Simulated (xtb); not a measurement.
**GeNH3ClOF (SMILES [NH2][Ge]([OH])([F])[Cl]): GFN2-xTB**

We compute vibrational wavenumbers of GeNH3ClOF. 

The results are computed with xtb 6.7.1 later snapshot.

7 further runs of the same task are left out: 7 set aside as unsound or not needed.

## (1) Starting point

The species is GeNH3ClOF (8 atoms), meant as a singlet with charge 0. As SMILES, `[NH2][Ge]([OH])([F])[Cl]`. The shape was relaxed beforehand at GFN2-xTB. This is one conformer, not always the lowest.

Bond lengths: N1–Ge2 1.789 Å, Ge2–O3 1.722 Å, Ge2–F4 1.752 Å, Ge2–Cl5 2.092 Å, N1–H6 1.009 Å, N1–H7 1.009 Å, O3–H8 0.957 Å. Angles: N1–Ge2–O3 108.8°, N1–Ge2–F4 106.9°, N1–Ge2–Cl5 117.2°, O3–Ge2–F4 104.6°, O3–Ge2–Cl5 113.2°, F4–Ge2–Cl5 105.2°, Ge2–N1–H6 115.6°, Ge2–N1–H7 118.3°, Ge2–O3–H8 117.3°, H6–N1–H7 110.5°.

## (2) Vibrational wavenumbers at GFN2-xTB

Input file input.inp:

```
$hess
   step=0.0002
$end
```

Input file coord:

```
$coord
     -1.926443503227      1.762094022169      0.829967713936  n
      0.311615837951     -0.276504726555     -0.676238493697  ge
      1.801135763903     -2.061502229354      1.599690959018  o
     -1.425401518544     -2.468284674941     -2.448650420506  f
      2.820907569796      1.379613454544     -3.242165317498  cl
     -1.820146408717      1.841197957745      2.732562873470  h
     -2.195521606113      3.503816796714      0.102933382008  h
      2.433853864951     -3.680411703060      1.101880406008  h
$end
```

Launch:

```
$ xtb coord --hess --gfn 2 -I input.inp > run.log
```

**Question.** What will come out? Wanted: total energy; dipole moment; HOMO energy; LUMO energy; HOMO–LUMO gap; dispersion energy; mean polarisability; lowest harmonic wavenumber; highest harmonic wavenumber.

Computed results:

At GFN2-xTB:

```
                      quantity          value
                  total energy   -19.84837 Eh
                 dipole moment         2.49 D
                   HOMO energy      -11.65 eV
                   LUMO energy       -5.62 eV
                 HOMO–LUMO gap        6.03 eV
             dispersion energy  -13.09 kJ/mol
mean polarisability (D4 model)     65.2 bohr³
    lowest harmonic wavenumber        78 cm⁻¹
   highest harmonic wavenumber      3622 cm⁻¹
             zero-point energy   103.6 kJ/mol
```

What this shows: All 18 modes are real, so the shape is a minimum at this level. Mulliken charges run from -0.44 on O3 to +0.42 on Ge2.
